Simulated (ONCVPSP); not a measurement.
**Pseudopotential generation for Ga: ONCV, PBE**

Do these settings give a usable potential? It is generated, then checked for transferability, scattering, ghosts and hardness.

Method: ONCVPSP 4.0.1, PBE, scalar-relativistic.

## 1. Starting point

Typed settings, in words:

| Item | Value |
| --- | --- |
| element | gallium (Ga, Z = 31) |
| type | optimised norm-conserving Vanderbilt (ONCV) |
| frozen core | [Ne] |
| valence charge | 21 |
| reference configuration | 3s2 3p6 3d10 4s1.75 4p1.25 |
| partial waves | 3s+4s: rc 1.05 bohr, ncon 4, nbas 9, qcut 11.8 1/bohr, 2 projectors; 3p+4p: rc 1.25 bohr, ncon 4, nbas 7, qcut 13.8 1/bohr, 2 projectors; 3d: rc 1.20 bohr, ncon 3, nbas 7, qcut 11.1 1/bohr, 1 projector |
| local potential | polynomial inside 0.70 bohr (lpopt 5, dvloc0 4 Ha) |
| core correction | Teter function, fcfact 4.75, rcfact 1.4 |

The nodes and maxima of the atom's own shells, from an earlier all-electron run, set the scale for the radii.

All-electron outer shells of the reference configuration (PBE, scalar-relativistic, ld1.x):

```csv
shell,level (eV),outermost node (bohr),outermost maximum (bohr)
2s,-1262.81,0.07,0.18
2p,-1099.32,–,0.15
3s,-148.63,0.27,0.56
3p,-99.37,0.24,0.56
3d,-19.65,–,0.53
4s,-9.24,0.81,1.90
4p,-2.78,0.87,2.53
```

## 2. The generation run

Input file Ga.dat:

```
# ATOM AND REFERENCE CONFIGURATION
# atsym  z   nc   nv     iexc    psfile
  Ga 31.00    3    5        4      upf
#
#   n    l    f
    1    0    2.00
    2    0    2.00
    2    1    6.00
    3    0    2.00
    3    1    6.00
    3    2   10.00
    4    0    1.75
    4    1    1.25
#
# PSEUDOPOTENTIAL AND OPTIMIZATION
# lmax
    2
#
#   l,   rc,      ep,       ncon, nbas, qcut
    0    1.05    0.00    4    9   11.80
    1    1.25    0.00    4    7   13.80
    2    1.20    0.00    3    7   11.10
#
# LOCAL POTENTIAL
# lloc, lpopt,  rc(5),   dvloc0
    4    5    0.70    4.00
#
# VANDERBILT-KLEINMAN-BYLANDER PROJECTORs
# l, nproj, debl
    0    2    2.10
    1    2    3.20
    2    1    3.20
#
# MODEL CORE CHARGE
# icmod, fcfact, rcfact
    3    4.75    1.40
#
# LOG DERIVATIVE ANALYSIS
# epsh1, epsh2, depsh
   -7.00    5.00    0.04
#
# OUTPUT GRID
# rlmax, drl
    6.00    0.01
#
# TEST CONFIGURATIONS
# ncnf
    4
# nvcnf
#   n    l    f
    5
    3    0    2.00
    3    1    6.00
    3    2   10.00
    4    0    2.00
    4    1    1.00
#
    5
    3    0    2.00
    3    1    6.00
    3    2   10.00
    4    0    2.00
    4    1    0.00
#
    5
    3    0    2.00
    3    1    6.00
    3    2   10.00
    4    0    1.00
    4    1    0.00
#
    5
    3    0    2.00
    3    1    6.00
    3    2   10.00
    4    0    0.00
    4    1    3.00
#
```

Launch:

```bash
oncvpsp.x < Ga.dat > Ga.out
```

What does the calculation give? Wanted: cutoffs for 1 and 0.1 mHa per electron, occupied waves; bound ghosts; GHOST(+) flags; largest test error; largest phase difference near zero energy, channels read; rms error of d²Exc/dn², without and with the model core.

**Answer**, as computed:

| quantity | value |
| --- | --- |
| cutoffs for 1 and 0.1 mHa per electron, occupied waves | 56 Ha and 78 Ha |
| bound ghosts | none found |
| GHOST(+) flags | none at low energy |
| largest test error (AE − PS) | -0.8 meV, for 3s2 3p6 3d10 4s0 4p3 |
| largest phase difference near zero energy, channels read | 0.016 rad |
| rms error of d²Exc/dn², without and with the model core | 1.96 and 1.16 mHa |

What this shows: The worst unpolarised test, 3s2 3p6 3d10 4s0 4p3, is off by 0.8 meV on 11.8 eV; by total energies transferability rates as very good. By its cutoff, 56 Ha for the looser tolerance, it is hard. It is free of bound ghosts as far as tested. Near zero energy the phases of the channels with partial waves agree within 0.016 rad. All of this concerns the isolated atom, not yet a solid.
